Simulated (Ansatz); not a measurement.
# MP2/aug-cc-pVDZ run of GaCl3 (gallium trichloride (monomer))

What is the electronic atomisation energy of GaCl3 (gallium trichloride (monomer)) at MP2/aug-cc-pVDZ? 

Program for the calculation: Ansatz 0.2.0.

23 further runs of the same task are left out: 1 that didn't finish, 22 set aside as unsound or not needed.

**1. The molecule**

GaCl3: 4 atoms, total charge 0, spin state singlet. SMILES: `[Cl][Ga]([Cl])[Cl]`. Geometry: relaxed at PBE0-D4/def2-TZVP.

Bond lengths: Cl1–Ga2 2.112 Å, Ga2–Cl3 2.112 Å, Ga2–Cl4 2.112 Å. Angles: Cl1–Ga2–Cl3 120.0°, Cl1–Ga2–Cl4 120.0°, Cl3–Ga2–Cl4 120.0°.

**2. A single-point energy at MP2/aug-cc-pVDZ**

The input, run.yaml:

```yaml
crystal:
  periodic: [false, false, false]
  atoms:
    - {symbol: Cl, position_ang: [0.866700, 0.371400, 1.887500]}
    - {symbol: Ga, position_ang: [0.013800, -0.015100, -0.005100]}
    - {symbol: Cl, position_ang: [-0.090300, -1.995000, -0.731600]}
    - {symbol: Cl, position_ang: [-0.734700, 1.578300, -1.171100]}
basis:
  gaussian: {orbitals: aug-cc-pVDZ}
correlation: {method: mp2, frozen_orbitals: {Cl: 5, Ga: 9}}
accuracy: high
```

Command:

```console
$ ansatz run run.yaml --threads 1 --pin off --max-ram 3480MiB --events-out events.jsonl --progress --plain --runs-dir runs
```

Log:

```text
Warning: RAYON_NUM_THREADS=1 ignored (pool sized by the plan → 1); use --threads N
Functional definition: HF
  name "HF"
  exchange = exact_x
  correlation = 0
2315 factors; integrals over basis functions are off by at most 3.7e-9 eV
mean field evaluation 1: about -89848.2987 eV, gradient 1.9e1 eV
mean field evaluation 2: about -89848.4944 eV, gradient 2.0e1 eV
mean field evaluation 4: about -89849.7543 eV, gradient 1.4e0 eV
mean field evaluation 8: about -89849.7748 eV, gradient 1.7e-5 eV
mean field evaluation 16: about -89849.7748 eV, gradient 1.3e-8 eV
mean field -89849.77478144 eV, -3301.9183208534 hartree, gradient 1.3e-8 eV, S^2 0.000000; 0 other end points of the search recorded, 0 dependent functions left out
24 core orbitals not correlated: weight in the atoms' cores, before any rotation towards them, 1.000 or more for the frozen orbitals, at most 0.000 for the correlated occupied ones
reference -89849.77478144 eV, -3301.9183208534 hartree; 17, 17 occupied and 76, 76 virtual orbitals, 2315 factors
second order -13.94806604 eV of doubles, -0.00000000 eV of singles
Total energy: -89863.72284749 eV, -3302.4309028260 hartree
```

It took 20 s on 1 thread of Arm Neoverse N1, shared host; peak memory 0.45 GiB.

**3. The Cl atom**

The input, job.yaml:

```yaml
crystal:
  periodic: [false, false, false]
  atoms:
    - symbol: Cl
      position_ang: [0.000000, 0.000000, 0.000000]
basis:
  gaussian:
    orbitals: aug-cc-pVDZ
magnetization:
  spin_polarized: true
  initial_magnetization: 1
correlation:
  method: mp2
  frozen_orbitals: {Cl: 5}
accuracy: high
```

Run the same way, it converges to -459.59215 Eh (log not shown).

**4. The Ga atom, same level**

The input, job.yaml:

```yaml
crystal:
  periodic: [false, false, false]
  atoms:
    - {symbol: Ga, position_ang: [0.000000, 0.000000, 0.000000]}
basis:
  gaussian:
    orbitals: aug-cc-pVDZ
magnetization:
  spin_polarized: true
  initial_magnetization: 1
correlation:
  method: mp2
  frozen_orbitals: {Ga: 9}
accuracy: high
```

Run the same way, it converges to -1923.23928 Eh (log not shown).

**5. What came out**

At MP2/aug-cc-pVDZ, 24 core orbitals frozen:

```
                                              quantity           value
                                molecule: total energy  -3302.43090 Eh
molecule: correlation energy (24 core orbitals frozen)      -512.6 mEh
                                 Cl atom: total energy   -459.59215 Eh
  Cl atom: correlation energy (5 core orbitals frozen)      -119.4 mEh
            Cl atom: ⟨S²⟩ of the reference determinant           0.757
                                 Ga atom: total energy  -1923.23928 Eh
  Ga atom: correlation energy (9 core orbitals frozen)       -46.3 mEh
            Ga atom: ⟨S²⟩ of the reference determinant           0.763
                         electronic atomisation energy       11.297 eV
```

What this shows: Taking the molecule apart into free atoms costs 11.30 eV (1090 kJ/mol), before zero-point energy and without spin-orbit coupling.
